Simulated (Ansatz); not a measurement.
# VN4H7: how energies converge with the basis set

The task here is to estimate one member of a computed series from the others.

Program: Ansatz 0.2.0, Gaussian basis. Level of theory: one geometry, several basis sets. These are calculated values, not measurements.

Levels to be run: PBE0-D4/def2-SVP; ωB97M-V/def2-SVP; PBE0-D4/def2-QZVPP; ωB97M-V/def2-QZVPP; the functionals' def2-TZVPP values are taken from earlier runs.

## The geometry

An earlier PBE0-D4 in a triple-zeta def2 set relaxation fixed the geometry.

SMILES `[NH]=[V]([NH2])([NH2])[NH2]`, 12 atoms, charge 0, spin multiplicity 1.

Atoms are counted from 1 here; the program's logs count them from 0.

Bond lengths: N1–V2 1.624 Å, N1–H6 1.012 Å, V2–N3 1.835 Å, V2–N4 1.861 Å, V2–N5 1.835 Å, N3–H7 1.007 Å, N3–H8 1.011 Å, N4–H9 1.011 Å, N4–H10 1.011 Å, N5–H11 1.007 Å, N5–H12 1.011 Å. Angles: V2–N1–H6 155.7°, N1–V2–N3 106.3°, N1–V2–N4 116.5°, N1–V2–N5 106.3°, N3–V2–N4 105.5°, N3–V2–N5 117.2°, N4–V2–N5 105.5°, V2–N3–H7 125.9°, V2–N3–H8 121.7°, H7–N3–H8 111.3°, V2–N4–H9 121.0°, V2–N4–H10 121.1°, H9–N4–H10 110.1°, V2–N5–H11 125.8°, V2–N5–H12 121.7°, H11–N5–H12 111.3°.

The first run:

File in.yaml:

```yaml
crystal:
  periodic: [false, false, false]
  atoms:
    - {symbol: N, position_ang: [-1.584334, 0.152011, 0.837503]}
    - {symbol: V, position_ang: [-0.153133, -0.020035, 0.090262]}
    - {symbol: N, position_ang: [1.000464, -0.710738, 1.338887]}
    - {symbol: N, position_ang: [0.656010, 1.538244, -0.525593]}
    - {symbol: N, position_ang: [-0.470959, -1.031461, -1.407320]}
    - {symbol: H, position_ang: [-2.378176, 0.662410, 1.203919]}
    - {symbol: H, position_ang: [0.750545, -1.027734, 2.261854]}
    - {symbol: H, position_ang: [1.939851, -0.994246, 1.094587]}
    - {symbol: H, position_ang: [0.303437, 2.021101, -1.340592]}
    - {symbol: H, position_ang: [1.071919, 2.199314, 0.116066]}
    - {symbol: H, position_ang: [-1.341765, -1.480390, -1.641893]}
    - {symbol: H, position_ang: [0.283039, -1.363676, -1.993579]}
basis:
  gaussian: {orbitals: def2-SVP}
hamiltonian: {xc: pbe0, dispersion: d4}
output: {orbitals: {seedname: orbitals}}
```

Command:

```console
$ ansatz run in.yaml --threads 2 --pin off --events-out ev --progress --plain --max-ram 32768MiB --backend cpu
```

Steps of the session up to this table: PBE0-D4 in def2-SVP; ωB97M-V in def2-SVP; PBE0-D4 in def2-QZVPP; ωB97M-V in def2-QZVPP.

One table of the session follows, with a row left open; its other results are not shown here.

It belongs to the step «Functionals by basis». 

| functional | basis | HOMO (eV) |
| --- | --- | --- |
| PBE0-D4 | def2-SVP | -6.52 |
| PBE0-D4 | def2-TZVPP | -6.90 |
| PBE0-D4 | def2-QZVPP | -6.95 |
| ωB97M-V | def2-SVP | -8.85 |
| ωB97M-V | def2-TZVPP | ? |
| ωB97M-V | def2-QZVPP | -9.29 |

Q: Estimate the row for ωB97M-V, def2-TZVPP from the others.

As computed: HOMO (eV): -9.24. In the column «HOMO (eV)» it lies between ωB97M-V, def2-QZVPP (-9.29) and ωB97M-V, def2-SVP (-8.85).
